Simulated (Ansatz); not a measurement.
# Sn2O3: the cost of one run

Computed with Ansatz 0.2.0 (DFT PBE, scalar-relativistic, plane waves, PAW, unless a step's input says otherwise).

1 further run of the same task is left out (it didn't finish).

## (1) Starting point

Symmetry: P4/mmm, No. 123, tetragonal system. The conventional cell has a = 6.564 Å, b = 6.564 Å, c = 4.569 Å, α = 90.00°, β = 90.00°, γ = 90.00°. Sn (site symmetry m2m) has 2 O at 1.57 Å as nearest neighbours. Around O (site symmetry m2m) lie 2 Sn at 1.57 Å. Around O (site symmetry mmm) lie 4 Sn at 2.53 Å.

As a file:

```
Sn O
1.0
     6.56432    0.00000    0.00000
     0.00000    6.56432    0.00000
     0.00000    0.00000    4.56855
Sn O
4 6
Direct
  0.33490 0.00000 0.50000
  0.66510 0.00000 0.50000
  0.00000 0.33490 0.50000
  0.00000 0.66510 0.50000
  0.80748 0.80748 0.50000
  0.19252 0.19252 0.50000
  0.19252 0.80748 0.50000
  0.80748 0.19252 0.50000
  0.00000 0.50000 0.00000
  0.50000 0.00000 0.00000
```

Recipe of the guess: random cell by space group and Wyckoff sites (P4/mmm, No. 123). Its size is a rough estimate.

## (2) A first look at the guess

input.yaml reads:

```yaml
crystal:
  lattice:
    - [6.56432331, 0.0, 0.0]
    - [0.0, 6.56432331, 0.0]
    - [0.0, 0.0, 4.56855458]
  atoms:
    - { symbol: Sn, position: [0.33489678, 0.0, 0.5] }
    - { symbol: Sn, position: [0.66510322, 0.0, 0.5] }
    - { symbol: Sn, position: [0.0, 0.33489678, 0.5] }
    - { symbol: Sn, position: [0.0, 0.66510322, 0.5] }
    - { symbol: O, position: [0.80748128, 0.80748128, 0.5] }
    - { symbol: O, position: [0.19251872, 0.19251872, 0.5] }
    - { symbol: O, position: [0.19251872, 0.80748128, 0.5] }
    - { symbol: O, position: [0.80748128, 0.19251872, 0.5] }
    - { symbol: O, position: [0.0, 0.5, 0.0] }
    - { symbol: O, position: [0.5, 0.0, 0.0] }
basis:
  ecutwfc: 420
kpoints:
  mp_grid: { grid: [4, 4, 4] }
hamiltonian:
  xc: pbe
scf:
  occupations: { method: gaussian, width: 0.1 }
  lower_state_search: "off"
output:
  forces: true
  stress: true
  eigenvalues: true
```

Started as:

```
ansatz run input.yaml --threads 1 --pin off --max-ram 2560MiB --backend cpu --events-out ev --progress --plain --runs-dir out
```

What time and memory should one allow on 1 thread of Arm Neoverse V1, shared host?

About 17 s, with a peak of 0.43 GiB.
